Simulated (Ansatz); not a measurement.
# AlN: the cost of one run

Computed with Ansatz 0.2.0 (DFT r2SCAN, scalar-relativistic, plane waves, PAW, unless a step's input says otherwise).

**1. Starting point**

It takes space group P6_3mc (No. 186, hexagonal). Conventional cell: a = 3.111 Å, b = 3.111 Å, c = 4.978 Å, α = 90.00°, β = 90.00°, γ = 120.00°. Around Al (site symmetry 3m) lie 4 N at 1.89 to 1.92 Å. N (site symmetry 3m) has 4 Al at 1.89 to 1.92 Å in its first shell of neighbours.

Structure file:

```cif
data_structure
_symmetry_space_group_name_H-M 'P 1'
_symmetry_Int_Tables_number 1
_cell_length_a 3.1110
_cell_length_b 3.1110
_cell_length_c 4.9780
_cell_angle_alpha 90.000
_cell_angle_beta 90.000
_cell_angle_gamma 120.000
_cell_volume 41.72
loop_
_atom_site_label
_atom_site_type_symbol
_atom_site_fract_x
_atom_site_fract_y
_atom_site_fract_z
_atom_site_occupancy
Al1 Al 0.33333 0.66667 0.00000 1
Al2 Al 0.66667 0.33333 0.50000 1
N1 N 0.33333 0.66667 0.38500 1
N2 N 0.66667 0.33333 0.88500 1
```

No relaxation comes first: the listed cell is the starting point.

**2. Zero of energy**

The reference gives a free energy of -1856.9670 eV, pressure -0.60 GPa, largest force 0.194 eV/Å and gap on the mesh 4.80 eV. It was computed beforehand with the settings of the runs below.

**3. The scan: a two-dimensional strain map**

The cell is strained by p along both x and y and by q along z, with fractional coordinates fixed.

**4. Point p = -0.050, q = -0.050**

input.yaml reads:

```yaml
crystal:
  lattice:
    - [2.955452044, 0.0, 0.0]
    - [-1.477726022, 2.5594965498, 0.0]
    - [0.0, 0.0, 4.7291]
  atoms:
    - { symbol: Al, position: [0.3333333333, 0.6666666667, 0.0] }
    - { symbol: Al, position: [0.6666666667, 0.3333333333, 0.5] }
    - { symbol: "N", position: [0.3333333333, 0.6666666667, 0.385] }
    - { symbol: "N", position: [0.6666666667, 0.3333333333, 0.885] }
basis:
  ecutwfc: 500
kpoints:
  mp_grid: { grid: [12, 12, 6] }
hamiltonian:
  xc: r2scan
scf:
  occupations: { method: gaussian, width: 0.05 }
output:
  forces: true
  stress: true
  eigenvalues: true
```

Started as:

```bash
$ ansatz run input.yaml --threads 1 --pin off --max-ram 2560MiB --backend cpu --events-out ev --progress --plain --runs-dir out
```

What time and memory should one allow on 1 thread of AMD EPYC 9R45 (Zen 5), shared host?

About 2.6 s, with a peak of 0.48 GiB.
